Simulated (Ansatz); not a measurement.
**CH5ClOSi: basis-set convergence**

The task here is to estimate one member of a computed series from the others.

Method: one geometry, several basis sets; program: Ansatz 0.2.0, Gaussian basis.

Plan: PBE0-D4/def2-SVP; ωB97M-V/def2-SVP; PBE0-D4/def2-QZVPP; ωB97M-V/def2-QZVPP; CCSD(T)/cc-pV(D+d)Z; CCSD(T)/cc-pV(T+d)Z; CCSD(T)/cc-pV(Q+d)Z; the functionals' def2-TZVPP values are taken from earlier runs.

### The relaxed structure

All runs share one geometry, relaxed beforehand with PBE0-D4 in a triple-zeta def2 set.

9 atoms, charge 0, spin multiplicity 1.

Atoms are counted from 1 here; the program's logs count them from 0.

Bond lengths: C1–Si2 1.852 Å, C1–H5 1.092 Å, C1–H6 1.093 Å, C1–H7 1.093 Å, Si2–O3 1.636 Å, Si2–Cl4 2.066 Å, Si2–H8 1.477 Å, O3–H9 0.958 Å. Angles: Si2–C1–H5 110.4°, Si2–C1–H6 110.2°, Si2–C1–H7 111.1°, H5–C1–H6 108.5°, H5–C1–H7 108.0°, H6–C1–H7 108.5°, C1–Si2–O3 113.3°, C1–Si2–Cl4 107.5°, C1–Si2–H8 112.9°, O3–Si2–Cl4 109.8°, O3–Si2–H8 105.4°, Cl4–Si2–H8 107.8°, Si2–O3–H9 118.5°.

The first run:

Input file in.yaml:

```yaml
crystal:
  periodic: [false, false, false]
  atoms:
    - {symbol: C, position_ang: [-0.641459, 0.901711, -0.409340]}
    - {symbol: Si, position_ang: [0.027384, -0.687839, 0.266065]}
    - {symbol: O, position_ang: [1.352546, -0.484889, 1.204595]}
    - {symbol: Cl, position_ang: [0.486826, -1.901393, -1.340958]}
    - {symbol: H, position_ang: [-1.541036, 0.716423, -1.000898]}
    - {symbol: H, position_ang: [-0.897052, 1.581224, 0.407780]}
    - {symbol: H, position_ang: [0.090576, 1.394225, -1.054070]}
    - {symbol: H, position_ang: [-0.945308, -1.408080, 1.111939]}
    - {symbol: H, position_ang: [2.156123, -0.157683, 0.797685]}
basis:
  gaussian: {orbitals: def2-SVP}
hamiltonian: {xc: pbe0, dispersion: d4}
output: {orbitals: {seedname: orbitals}}
```

Run with:

```bash
$ ansatz run in.yaml --threads 2 --pin off --events-out ev --progress --plain --max-ram 32768MiB --backend cpu
```

Among the steps run: PBE0-D4 in def2-SVP; ωB97M-V in def2-SVP; PBE0-D4 in def2-QZVPP; ωB97M-V in def2-QZVPP.

One of the session's tables, all rows but one given; the rest of the session is left out.

It belongs to the step «Functionals by basis». 

| functional | basis | HOMO (eV) | LUMO (eV) |
| --- | --- | --- | --- |
| PBE0-D4 | def2-SVP | -8.46 | 1.22 |
| PBE0-D4 | def2-TZVPP | -8.62 | 0.61 |
| PBE0-D4 | def2-QZVPP | -8.65 | 0.25 |
| ωB97M-V | def2-SVP | ? | ? |
| ωB97M-V | def2-TZVPP | -10.86 | 2.12 |
| ωB97M-V | def2-QZVPP | -10.90 | 1.46 |

Estimate the missing values for ωB97M-V, def2-SVP.

The run gave: HOMO (eV): -10.67; LUMO (eV): 2.94. In the column «HOMO (eV)» it lies between ωB97M-V, def2-TZVPP (-10.86) and PBE0-D4, def2-QZVPP (-8.65).
